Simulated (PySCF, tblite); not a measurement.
# C5H14GaN: geometry, infrared bands and NMR shifts

Aim: predict the infrared bands and NMR shifts of C5H14GaN (`CC[C@@H](C)[GaH][NH]C`).

The runs use tblite 0.8.0 and PySCF 2.14.0, with density-fitted response routines of our own; the level of theory stands in each step. All values are computed, except where a source is named. Atoms are numbered from 0 throughout.

**1. The molecule as given**

21 atoms, charge 0, multiplicity 1; geometry from: force field or distance geometry start.

Bonds of the start (Å): C0–C1 1.49, C1–C2 1.53, C2–C3 1.50, C2–Ga4 2.04, Ga4–N5 1.76, N5–C6 1.45, C0–H7 1.12, C0–H8 1.09, C0–H9 1.13, C1–H10 1.12, C1–H11 1.12, C2–H12 1.12, C3–H13 1.11, C3–H14 1.10, C3–H15 1.12, Ga4–H16 1.57, N5–H17 1.04, C6–H18 1.12, C6–H19 1.11, C6–H20 1.12.

**2. Optimising the geometry with GFN2-xTB**

The job: settings as JSON, then the geometry in Å.

```
{"job": {"kind": "relax", "xc": "GFN2-xTB", "basis": "xTB"}, "charge": 0, "multiplicity": 1}
C     -2.115800     1.243000     0.075200
C     -2.024800    -0.025900     0.854000
C     -0.909600    -0.930600     0.337500
C     -1.251700    -1.235600    -1.094400
Ga     0.964500    -0.304800     0.832300
N      2.406600     0.030900    -0.123000
C      3.818800     0.253200     0.090500
H     -2.127900     2.070800     0.828000
H     -1.282500     1.431400    -0.604100
H     -3.093700     1.232900    -0.491600
H     -1.891500     0.114600     1.952900
H     -2.974800    -0.606100     0.707200
H     -0.813600    -1.830100     0.990900
H     -0.409800    -1.702400    -1.650000
H     -1.579600    -0.316600    -1.593900
H     -2.115900    -1.945600    -1.074600
H      0.717700     0.886000     1.832200
H      2.111200     0.612300    -0.932400
H      4.276500    -0.484500     0.791300
H      3.958900     1.285500     0.483800
H      4.328300     0.238500    -0.902800
```

Run with:

```bash
$ OMP_NUM_THREADS=1 python probes_run.py task.json out
```

The driver reads the jobs from task.json and runs them one after another.

**Question.** This job is followed by: GFN2-xTB harmonic vibrations, gas phase; GIAO PBE0/pcSseg-1 NMR shielding, non-relativistic, gas phase. Predict these results of the whole session: strongest single infrared mode (GFN2-xTB); zero-point energy (GFN2-xTB); ¹³C shifts against TMS (PBE0/pcSseg-1); ¹H shifts against TMS (PBE0/pcSseg-1, means over atoms taken as alike); ¹⁵N shifts against NH3 (PBE0/pcSseg-1); shieldings of Ga (PBE0/pcSseg-1); surface potential, 1st and 99th percentile.

The runs gave:

| quantity | value |
| --- | --- |
| strongest single infrared mode (GFN2-xTB) | 1548 cm⁻¹, 563 km/mol |
| zero-point energy (GFN2-xTB) | 110.1 kcal/mol |
| ¹³C shifts against TMS (PBE0/pcSseg-1) | 39.5, 37.6, 30.8, 20.3, 18.2 ppm |
| ¹H shifts against TMS (PBE0/pcSseg-1, means over atoms taken as alike) | 5.69, 3.36, 2.97, 2.16, 1.74, 1.55, 1.34, 1.09 ppm |
| ¹⁵N shifts against NH3 (PBE0/pcSseg-1) | 95.8 ppm |
| shieldings of Ga (PBE0/pcSseg-1) | Ga4 1289.8 ppm |
| surface potential, 1st and 99th percentile | -0.66 V and 1.25 V |

What this shows: Relaxing lowered the energy by 1.342 eV in 146 steps; the close pair that moved most is Ga4–N5, from 1.762 to 1.829 Å. No mode is imaginary among the 57: a minimum at this level. The strongest single mode, at 1548 cm⁻¹, moves mainly H16. Unscaled tight-binding wavenumbers are off by several per cent, some by more. Its intensities can rank the bands wrongly. C6 (methyl carbon bonded to N) lies farthest downfield among carbon, at 39.5 ppm; pulled downfield by the heteroatom. At PBE0/pcSseg-1: Shielding is most anisotropic at Ga4 (span 233 ppm, paramagnetic term -1352 ppm). By nearest atom (PBE0/pcSseg-1), the HOMO sits on N5 64 %; Ga4 8 % and the LUMO on Ga4 40 %; H8, H16 about 14 % each. Spin-orbit coupling is left out, which matters for shieldings and couplings at and beside the heavy atoms.
